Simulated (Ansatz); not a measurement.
The system is GaB.

```
Ga B
1.0
     2.71824    0.00000    0.00000
     0.00000    2.71824    0.00000
     0.00000    0.00000    3.23621
Ga B
1 1
Direct
  0.50000 0.50000 0.50000
  0.00000 0.00000 0.00000
```

The cell was built by a generator and needn't be a form met in nature.

Program: Ansatz 0.2.0. Alike in all runs: task single point; level HSE06 form with a typed share of exact exchange; potentials or basis Ansatz PAW; no spin polarisation; cell as given; k mesh 5 × 5 × 4; cutoff (eV) 420; smearing fermi-dirac 0.05 eV; the mesh is coarse, so values aren't converged.

**Question.** Order these runs on this cell by their pressure, lowest first.
A. share of exact exchange 0.5
B. share of exact exchange 0.05
C. share of exact exchange 0.3

**Answer.** A (-6.1 GPa), C (-4.6 GPa), B (-2.4 GPa).

Caveats: all runs use coarse meshes; the PAW data sets come from PBE, with cores solved anew for the run's functional, which leaves a small shift of forces and pressure; the thresholds are loose for stress.
